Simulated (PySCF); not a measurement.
# H4O4Si: the cost of one run

Computed with PySCF 2.14.0. Level: levels as typed in each script, gas phase, geometry from GFN2-xTB.

### Step 1. The starting structure

SMILES `O[Si](O)(O)O`, 9 atoms, charge 0, spin multiplicity 1.

Bond lengths: O1–Si2 1.625 Å, O1–H6 0.952 Å, Si2–O3 1.625 Å, Si2–O4 1.625 Å, Si2–O5 1.625 Å, O3–H7 0.952 Å, O4–H8 0.952 Å, O5–H9 0.952 Å. Angles: Si2–O1–H6 118.4°, O1–Si2–O3 106.7°, O1–Si2–O4 106.7°, O1–Si2–O5 115.3°, O3–Si2–O4 115.2°, O3–Si2–O5 106.7°, O4–Si2–O5 106.6°, Si2–O3–H7 118.4°, Si2–O4–H8 118.4°, Si2–O5–H9 118.4°.

Coordinates:

```
O     1.2087    0.6497   -0.8701
Si    0.0002   -0.0001   -0.0003
O     0.6499   -1.2083    0.8699
O    -0.6500    1.2084    0.8699
O    -1.2088   -0.6496   -0.8701
H     1.8242    0.0635   -1.2997
H     0.0633   -1.8206    1.3036
H    -0.0634    1.8206    1.3036
H    -1.8243   -0.0634   -1.2997
```

### Step 2. Density, bond paths and surface potential (PBE0/def2-tzvp)

input.py reads:

```python
import numpy as np
from pyscf import gto, scf, dft
from pyscf.scf import atom_ks, atom_hf
from scipy.linalg import block_diag

def solve(mol, dm0=None, hcore=None):
    mf = (dft.UKS if mol.spin else dft.RKS)(mol, xc='pbe0')
    mf.grids.level = 3
    mf = mf.density_fit(auxbasis='def2-universal-jkfit')
    mf.conv_tol, mf.max_cycle = 1e-8, 80
    if hcore is not None:
        mf.get_hcore = lambda *args: hcore
    mf.kernel(dm0)
    if not mf.converged:
        mf = mf.newton().run(mf.mo_coeff, mf.mo_occ, max_cycle=30)
    assert mf.converged, 'SCF not converged'
    return mf

mol = gto.M(atom='''
O      1.20865     0.64969    -0.87007
Si     0.00018    -0.00006    -0.00033
O      0.64985    -1.20831     0.86987
O     -0.64998     1.20836     0.86987
O     -1.20879    -0.64964    -0.87007
H      1.82417     0.06347    -1.29966
H      0.06329    -1.82059     1.30359
H     -0.06343     1.82063     1.30359
H     -1.82430    -0.06343    -1.29966
''', basis='def2-tzvp', charge=0, spin=0, verbose=4)
mf = solve(mol)
mf.analyze()
# spherically averaged free atoms, for the promolecule
atm = atom_ks.get_atm_nrks(mol, xc='pbe0')
pro = block_diag(*[(atm[a[0]][2] * atm[a[0]][3]) @ atm[a[0]][2].T for a in mol._atom])
np.savez('result.npz', e=mf.e_tot, c=mf.mo_coeff, occ=mf.mo_occ, eps=mf.mo_energy, pro=pro, dip=mf.dip_moment(verbose=0), s2=mf.spin_square()[0])
```

Started as:

```sh
$ OMP_NUM_THREADS=1 python input.py
```

**Question.** How long does this run take on 1 thread of Intel Xeon Platinum 8259CL at 2.50GHz (Skylake/Cascade Lake), shared host, and how much memory does it need?

About 16 s, with a peak of 0.68 GiB.
